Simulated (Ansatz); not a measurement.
# BaEuO2 (R-3m): which electronic and magnetic state is lowest, part 2 of 2

Aim: start BaEuO2 (R-3m) from several magnetic orders or shell fillings at one geometry and see which ends lowest.

Ansatz 0.2.0; DFT LDA+U (U_eff = 7 eV on Eu 4f), scalar-relativistic, plane waves, PAW.

## (4) Small parallel starting moments

The input, input.yaml:

```yaml
crystal:
  lattice:
    - [1.886950214, 1.089431214, 6.1876902092]
    - [-1.886950214, 1.089431214, 6.1876902092]
    - [0.0, -2.178862428, 6.1876902092]
  atoms:
    - { symbol: Ba, position: [0.0, 0.0, 0.0] }
    - { symbol: Eu, position: [0.5, 0.5, 0.5], spin: 0.5 }
    - { symbol: O, position: [0.2442401716, 0.2442401716, 0.2442401716] }
    - { symbol: O, position: [0.7557598284, 0.7557598284, 0.7557598284] }
basis:
  ecutwfc: 420
  ecutrho_ratio: 4
kpoints:
  mp_grid: { grid: [10, 10, 10] }
hamiltonian:
  xc: lda
  hubbard: { sites: [{ species: Eu, l: f, u_eff: 7.0 }] }
scf:
  occupations: { method: gaussian, width: 0.05 }
  lower_state_search: "off"
output:
  forces: true
  stress: true
  eigenvalues: true
  populations: true
  hubbard: { sites: [{ species: Eu, l: f }] }
magnetization:
  spin_polarized: true
checkpoint:
  read: start.run
  write: ck
  compress: false
  write_wavefunctions: false
  write_every: 100000
```

start.run holds the state that an earlier run reached from these same starting moments.

Launch:

```console
ansatz run input.yaml --threads 4 --pin off --max-ram 9216MiB --backend cpu --events-out ev --progress --plain --runs-dir out
```

The program printed:

```text
Warning: RAYON_NUM_THREADS=4 ignored (pool sized by the plan → 4); use --threads N
basis.fft_grid_basis auto: the FFT boxes are laid along the combinations [[1, 0, -1], [0, 1, -1], [0, 0, 1]] of the cell's own vectors, 3.774, 3.774 and 6.560 Å long. The dense box has 27×27×45 points. Along the cell's own vectors, as sized, it would have 45×45×45, 2.78 times as many. Of the 12 symmetry operations that the crystal satisfies within crystal.symmetry.tolerance (time reversal apart; of a slab, those that keep its plane) the dense box along the cell's own vectors carries 12, and the one as laid loses 8 of those. basis.fft_grid_basis: typed keeps the cell's own vectors: state it where this run's energies or levels are differenced outside the engine with another run's, or held beside a run that keeps those vectors.
Ba: projections on atomic orbitals take those of the free atom [Kr 4d10] 5s2 5p6 6s2, of charge +0.00 (hamiltonian.pseudopotentials.projection_atoms); the dataset's partial waves leave at most 9.7e-6 of an orbital's norm unspanned inside its sphere
Eu: projections on atomic orbitals take those of the free atom [Kr 4d10] 4f7 5s2 5p6 5d0 6s2, of charge +0.00 (hamiltonian.pseudopotentials.projection_atoms); the dataset's partial waves leave at most 1.0e-3 of an orbital's norm unspanned inside its sphere
O: projections on atomic orbitals take those of the free atom [He] 2s2 2p4, of charge +0.00 (hamiltonian.pseudopotentials.projection_atoms); the dataset's partial waves leave at most 1.9e-8 of an orbital's norm unspanned inside its sphere
band count auto-derived: 27 (N_el = 39.0; filled up to band 20; 24 by the electrons, moments and atoms)
Engine: ansatz 0.2.0, aarch64-unknown-linux-gnu
Pseudopotentials: kind: paw
Pseudopotential: Ba, paw, valence charge 10, recommended cutoff 420 eV (normal), Ba.paw.azcp
Pseudopotential: Eu, paw, valence charge 17, recommended cutoff 420 eV (normal), Eu.paw.azcp
Pseudopotential: O, paw, valence charge 6, recommended cutoff 420 eV (normal), O.paw.azcp
Functional definition: SPW92
  exchange = slater_x
  correlation = pw_c
Crystal: 4 atoms, lattice volume = 76.320 Å³
Basis set: ecut = 420 eV, 1479 PW (Γ), FFT grids on a1−a3, a2−a3, a3
Bands: 27, of which v1, the nominal top of the filled ones, is band 20 counted from 1 (19 counted from 0)
Symmetry: 12 space group operations
Space group: R-3m (ITA 166), of the structure as read, at distance tolerance 4.2e-5 Å
Magnetic group: BNS 166.97 (UNI 1327), of the structure as read, at distance tolerance 4.2e-5 Å
k-points: 116 of 1000
Non-local potential: Ba, projectors of the file, l = 0: 3, l = 1: 2, l = 2: 2, l = 3: 2
Non-local potential: Eu, projectors of the file, l = 0: 3, l = 1: 2, l = 2: 2, l = 3: 3
Non-local potential: O, projectors of the file, l = 0: 2, l = 1: 2, l = 2: 1
PAW form: soft (Blöchl's): semilocal exchange-correlation on the pseudo side does not see the compensation charge
PAW frozen core: Ba, regenerated for the run's functional, and the local potential with it (the file was generated under x = pbe(κ = 0.804, μ = 0.2195149727645171), c = pbe(β = 0.06672455060314922))
PAW frozen core: Eu, regenerated for the run's functional, and the local potential with it (the file was generated under x = pbe(κ = 0.804, μ = 0.2195149727645171), c = pbe(β = 0.06672455060314922))
PAW frozen core: O, regenerated for the run's functional, and the local potential with it (the file was generated under x = pbe(κ = 0.804, μ = 0.2195149727645171), c = pbe(β = 0.06672455060314922))
PAW one-centre angular grid: Ba, 194 points (default); XC on 64 Gauss nodes
PAW one-centre angular grid: Eu, 590 points (default); XC on 64 Gauss nodes
PAW one-centre angular grid: O, 110 points (default); XC on 64 Gauss nodes
Initial density: read from a saved state, or passed on in memory by an earlier SCF of this step, an earlier step, the calling program or the single point that the run made first
Starting moments: Σ|m| = 0.5 μB on 1 of 4 sites; this step starts from the density that it was given
Initial wavefunctions: pseudopotential atomic-orbital guess
Functional: x = slater, c = lda
iter 1 solved again at ethr=2.95e-6 eV; its pass at ethr=3.10e-3 eV (dr2=1.15e-3 eV) is discarded
SCF iter   1: F=—  HF=-15461.176904 eV  |F-HF|=—  |Δ(HF+E_count)|=         —  Δρ=2.03e-4 (↑2.03e-4 ↓6.43e-5)  dr2=5.41e-5  dr2_m=4.21e-6  M=7.000 μB ∫|m|=7.190 μB  β_m=0.30  ethr=2.95e-6  ⟨swp⟩=2.8  Hψ=57309  notcnv=0
preconditioner: auto → Resta (q_TF=auto, 2.439 Å⁻¹)  ε∞=4.6  [insulator: Δε(μ)=0.959 eV  Ē_g=13.229 eV  σ=0.050 eV  W_gap=1.00  n_scr=22 (ndim 8)  ℏωp=25.1 eV  f_vac=0.000  D(μ)=0.00/eV (n_scr^D=0)  ε∞_Penn≈4.6]
spin=Collinear: Resta preconditioning applied to the charge; magnetization (m = ρ↑ − ρ↓) channel mixes plain (no charge-response kernel on spin).
SCF iter   2: F=—  HF=-15461.176895 eV  |F-HF|=—  |Δ(HF+E_count)|=   8.36e-6  Δρ=8.97e-5 (↑8.97e-5 ↓3.93e-5)  dr2=7.14e-6  dr2_m=1.54e-6  M=7.000 μB ∫|m|=7.190 μB  β_m=0.37  ethr=1.39e-7  ⟨swp⟩=2.2  Hψ=8669  notcnv=0
SCF iter   3: F=—  HF=-15461.176895 eV  |F-HF|=—  |Δ(HF+E_count)|=   1.52e-7  Δρ=4.42e-5 (↑4.42e-5 ↓3.27e-5)  dr2=1.85e-6  dr2_m=5.50e-7  M=7.000 μB ∫|m|=7.190 μB  β_m=0.60  ethr=1.83e-8  ⟨swp⟩=1.6  Hψ=7602  notcnv=0
SCF iter   4: F=—  HF=-15461.176895 eV  |F-HF|=—  |Δ(HF+E_count)|=   1.57e-7  Δρ=1.14e-5 (↑5.57e-6 ↓1.14e-5)  dr2=1.23e-7  dr2_m=2.34e-8  M=7.000 μB ∫|m|=7.191 μB  β_m=0.59  ethr=4.75e-9  ⟨swp⟩=2.4  Hψ=10533  notcnv=0
SCF iter   5: F=-15461.176895 eV  HF=-15461.176895 eV  |F-HF|=5.76e-9  |Δ(HF+E_count)|=   7.81e-9  Δρ=6.31e-6 (↑6.31e-6 ↓3.59e-6)  dr2=3.02e-8  dr2_m=9.56e-9  M=7.000 μB ∫|m|=7.191 μB  ethr=2.56e-10  ⟨swp⟩=7.8  Hψ=29999  notcnv=0
SCF 1 converged in 5 iterations: F = -15461.176895 eV  dr2 = 3.02e-8
SCF converged after 5 iterations
Magnetization: 7.0000 μB (23.0000 up, 16.0000 down)
Absolute magnetization: 7.1909 μB (∫|ρ↑−ρ↓|, with the PAW one-centre terms)
Spin contamination: 0.0093 ħ² per cell (⟨S²⟩ above its minimum at these occupations)
Per-site moments (μB) at R_I (Å): [(0.009337509072338147, 1.1283693777290382), (6.75847824599813, 1.0773319081998274), (-0.039250810243776614, 1.0773319081998274), (-0.039250810243776996, 1.077331908199828)]
Free energy (F): -15461.176895 eV
Harris-Foulkes:  -15461.176895 eV  (|F-HF|=5.76e-9)
Internal energy: -15461.176895 eV  (E = F + TS)
E sigma→0 (E₀):  -15461.176895 eV
Fermi energy:    10.657672 eV
--- Per-component energies (eV) ---
  E_band       = 9.358382
  E_kinetic    = 868.189394
  E_local      = -2876.100598  (includes V_loc(G=0)·N_el)
  E_nonlocal   = 646.538854
  E_hartree    = 1132.761854
  E_xc         = -489.340037
  E_vxc        = -527.116814  (∫ρ·V_xc dr)
  E_hubbard    = 0.193250  (on-site DFT+U / exact-exchange correction)
  E_vhub       = -24.046080  (the Hubbard potential's part of the band-sum identity)
  E_paw        = -11543.692029  (= ΣΔE_a)
  E_vpaw       = -343.632260  (= ΣTr[D̂ρ^β])
  E_aug_tail   = 0.004865  (compensation charges beyond the density's cutoff)
  E_ewald      = -3201.343696
  E_core_change = 1.611247  (= ΣΔE_core)
  E_smearing   = -0.000000  (= −TS)
  E_closure    = -0.000000  (closes the sum)
  Σ components = -15461.176895   (vs F -15461.176895, Δ=0.00e0)
--- Forces (eV/Å), atoms counted from 1 ---
  atom   1  Ba    -0.00000000     0.00000000    -0.00000000
  atom   2  Eu     0.00000000     0.00000000     0.00000000
  atom   3  O     -0.00000000     0.00000000     0.01542324
  atom   4  O      0.00000000    -0.00000000    -0.01542324
  max |Σ_I F_I| component: 1.73e-18 eV/Å
--- Stress (GPa, compression-positive) ---
       -5.577182       0.000000      -0.000000
        0.000000      -5.577182      -0.000000
       -0.000000      -0.000000      -5.390439
  P = ⅓ Tr σ = -5.5149 GPa (-55.149 kbar)
--- Band table (eV; the first three rows and the last of 232) ---
  k-point 0 ↑: bands = ["-28.4488", "-16.3271", "-8.1183", "-7.1054", "-7.1054", "-5.6807", "-5.2504", "-0.8663", "-0.7907", "-0.7907", "6.8453", "7.6523", "7.6523", "8.2651", "8.2651", "8.3435", "9.3501", "9.4951", "9.4951", "9.6589", "10.1421", "10.1775", "10.1775", "12.3740", "13.7733", "14.0553", "14.0553"]
  k-point 1 ↑: bands = ["-28.4450", "-16.3049", "-8.0704", "-7.2404", "-7.1187", "-5.6137", "-5.2795", "-0.9363", "-0.8867", "-0.8328", "7.0105", "7.6980", "7.7956", "8.0628", "8.2595", "8.3168", "9.3644", "9.4947", "9.4955", "9.6511", "10.0114", "10.0876", "10.1268", "12.7983", "13.7418", "14.0429", "14.3247"]
  k-point 2 ↑: bands = ["-28.4351", "-16.2456", "-7.9473", "-7.5242", "-7.1532", "-5.5187", "-5.3568", "-1.2168", "-0.9962", "-0.9401", "7.2485", "7.6904", "7.8038", "8.1914", "8.2492", "8.2836", "9.3964", "9.4900", "9.5028", "9.6327", "9.8236", "9.9443", "10.0194", "13.2813", "13.6488", "14.3656", "14.8465"]
  k-point 115 ↓: bands = ["-25.5052", "-16.3211", "-6.6629", "-6.1844", "-4.8361", "-4.8361", "-4.0398", "-0.8508", "-0.7788", "-0.7788", "7.5358", "7.8938", "8.1005", "8.1005", "8.2637", "8.2637", "13.5031", "14.5117", "15.0190", "15.1264", "15.1502", "15.1502", "15.9134", "15.9134", "17.9113", "17.9113", "18.5111"]
Occupation matrices written to <dir>
--- Löwdin populations: 4 sites ---
  site symbol       q [e]    m [muB]
     0     Ba      8.1378     0.0045
     1     Eu     16.6365     7.0523
     2      O      6.9097    -0.0442
     3      O      6.9097    -0.0442
  spilling = 0.010417 (of n_electrons = 39.000000)
--- Occupation matrices: 1 shell (run DFT+U table (all-electron-ortho-atomic); ε = 2.00e-2, under-converged) ---
  Eu1 f_4F: site group D3d (-3m)
  Eu1 f_4F up     Tr n = 6.9626  λ = 0.991 0.994 0.994 0.994 0.997 0.997 0.997  [7× z3 0.14 (T1u 0.43) Eu(0.57)]
  Eu1 f_4F dn     Tr n = 0.0182  λ = 0.000 0.002 0.002 0.002 0.004 0.004 0.004  [7× z3 0.14 (T1u 0.43) Eu(0.57)]
  Tr n, λ and their labels are of the run-group-symmetrised matrices; stabiliser: 12 of 24 elements of G0×{1,Θ} (closed), max defect 3.3e-15 at τ = 5.5e-3
```

Wall time 18 s (4 threads of Arm Neoverse N1, shared host); peak memory 0.84 GiB.

Result: volume 19.080 Å³/atom, pressure -5.51 GPa, gap on the mesh 0.96 eV, moments in the atoms' spheres Eu 6.76 μB.

## (5) The magnetic starts side by side

Energies have the smearing extrapolated to zero.

| start | from the base state (meV/atom) | gap (eV) | pressure (GPa) | moments in spheres (μB) |
| --- | --- | --- | --- | --- |
| ferromagnetic | 0.0 | 0.96 | -5.51 | Eu 6.76 |
| no spin polarisation | 2191.4 | metal | -12.34 | none |
| small parallel starting moments | 0.0 | 0.96 | -5.51 | Eu 6.76 |

## (6) What came out

This closing draws on all 2 parts.

| quantity | value |
| --- | --- |
| lowest magnetic start | ferromagnetic |
| next in this table | 2191.4 meV/atom higher |

In words: The lowest state comes from the start «ferromagnetic», matched within 0.3 meV/atom by «small parallel starting moments»; the next lies 2191.4 meV/atom higher and is the one without spin polarisation. No antiferromagnetic order was run. With a Hubbard U or exact exchange the result depends on the state in which the open shell ends, and a lower one can't be excluded. Spin–orbit coupling is left out, though the cell holds Eu; it splits the 4f levels.
